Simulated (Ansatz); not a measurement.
**C₃H₇FSi: a ladder of functionals and wavefunction methods**

An exercise on one series of results from a longer session: the logs are not shown, and one member is left open.

Computed with Ansatz 0.2.0, Gaussian basis. Level: functionals in def2-TZVPP, the program's frozen cores in correlated methods.

The runs, in order: LDA (SPW92), PBE-D4, revPBE-D4, BLYP-D4, r2SCAN-D4, B97M-V, PBE0-D4, B3LYP-D4, r2SCANh-D4, r2SCAN0-D4, HSE06-D4, BHLYP-D4, CAM-B3LYP-D4, LC-ωPBE, ωB97X-V, ωB97M-V, B2PLYP, PBE-QIDH; CCSD(T)/def2-SVP; CCSD(T)/def2-TZVPP; MP2/def2-QZVPP; extrapolation to the limit; RPA on PBE.

## The geometry

The geometry comes from an earlier relaxation with PBE0-D4 in a triple-zeta def2 set; it is a stationary point, not always the lowest conformer.

SMILES `CC(C)[Si]F`, 12 atoms, charge 0, spin multiplicity 1.

Atoms are counted from 1 here; the program's logs count them from 0.

Bond lengths: C1–C2 1.523 Å, C1–H6 1.094 Å, C1–H7 1.093 Å, C1–H8 1.095 Å, C2–C3 1.534 Å, C2–Si4 1.901 Å, C2–H9 1.099 Å, C3–H10 1.095 Å, C3–H11 1.097 Å, C3–H12 1.094 Å, Si4–F5 1.622 Å. Angles: C2–C1–H6 112.1°, C2–C1–H7 110.9°, C2–C1–H8 111.1°, H6–C1–H7 107.6°, H6–C1–H8 107.3°, H7–C1–H8 107.6°, C1–C2–C3 111.8°, C1–C2–Si4 115.1°, C1–C2–H9 109.6°, C3–C2–Si4 105.1°, C3–C2–H9 108.3°, Si4–C2–H9 106.5°, C2–C3–H10 110.8°, C2–C3–H11 112.8°, C2–C3–H12 111.0°, H10–C3–H11 106.8°, H10–C3–H12 107.6°, H11–C3–H12 107.6° and more.

Set-up of the first run:

Contents of in.yaml:

```yaml
crystal:
  periodic: [false, false, false]
  atoms:
    - {symbol: C, position_ang: [-0.983784, 0.316342, 0.844848]}
    - {symbol: C, position_ang: [-0.223203, -0.521316, -0.175364]}
    - {symbol: C, position_ang: [1.295244, -0.347732, -0.038289]}
    - {symbol: Si, position_ang: [-0.606921, -0.119868, -1.993941]}
    - {symbol: F, position_ang: [-0.479818, 1.495963, -1.928313]}
    - {symbol: H, position_ang: [-2.064771, 0.163538, 0.779071]}
    - {symbol: H, position_ang: [-0.791134, 1.381741, 0.696337]}
    - {symbol: H, position_ang: [-0.681091, 0.064034, 1.866792]}
    - {symbol: H, position_ang: [-0.462782, -1.583874, -0.032896]}
    - {symbol: H, position_ang: [1.638697, -0.692922, 0.941997]}
    - {symbol: H, position_ang: [1.857384, -0.914923, -0.789727]}
    - {symbol: H, position_ang: [1.579182, 0.703815, -0.136518]}
basis:
  gaussian: {orbitals: def2-TZVPP}
hamiltonian: {xc: lda}
output: {orbitals: {seedname: orbitals}}
```

On the command line:

```bash
$ ansatz run in.yaml --threads 4 --pin off --events-out ev --progress --plain --max-ram 10444MiB
```

Steps of the session up to this table: LDA; PBE-D4 (GGA); revPBE-D4 (GGA); BLYP-D4 (GGA); r2SCAN-D4 (meta-GGA); B97M-V (meta-GGA); PBE0-D4 (hybrid); B3LYP-D4 (hybrid); r2SCANh-D4 (hybrid); r2SCAN0-D4 (hybrid); HSE06-D4 (hybrid); BHLYP-D4 (hybrid); CAM-B3LYP-D4 (range-separated); LC-ωPBE (range-separated); ωB97X-V (range-separated); ωB97M-V (range-separated); B2PLYP (double hybrid); PBE-QIDH (double hybrid).

One table of the session follows, with a row left open; its other results are not shown here.

It belongs to the step «Frontier levels by functional». 

```
  functional  HOMO (eV)  LUMO (eV)  gap (eV)
 LDA (SPW92)      -5.33      -3.11      2.22
      PBE-D4      -5.22      -2.91      2.31
   revPBE-D4      -5.18      -2.83      2.35
     BLYP-D4      -5.12      -2.78      2.34
   r2SCAN-D4      -5.42      -2.81      2.61
      B97M-V      -5.50      -2.77      2.72
     PBE0-D4          ?          ?         ?
    B3LYP-D4      -6.16      -2.27      3.89
  r2SCANh-D4      -5.83      -2.48      3.34
  r2SCAN0-D4      -6.44      -2.01      4.44
    HSE06-D4      -5.92      -2.45      3.48
    BHLYP-D4      -7.34      -1.14      6.20
CAM-B3LYP-D4      -7.63      -0.97      6.66
     LC-ωPBE      -8.88       0.16      9.05
     ωB97X-V      -8.58       0.05      8.62
     ωB97M-V      -8.42      -0.08      8.33
```

**Question.** Estimate the row for PBE0-D4.

**Answer.** HOMO (eV): -6.32; LUMO (eV): -2.07; gap (eV): 4.25. In the column «HOMO (eV)» it lies between r2SCAN0-D4 (-6.44) and B3LYP-D4 (-6.16).
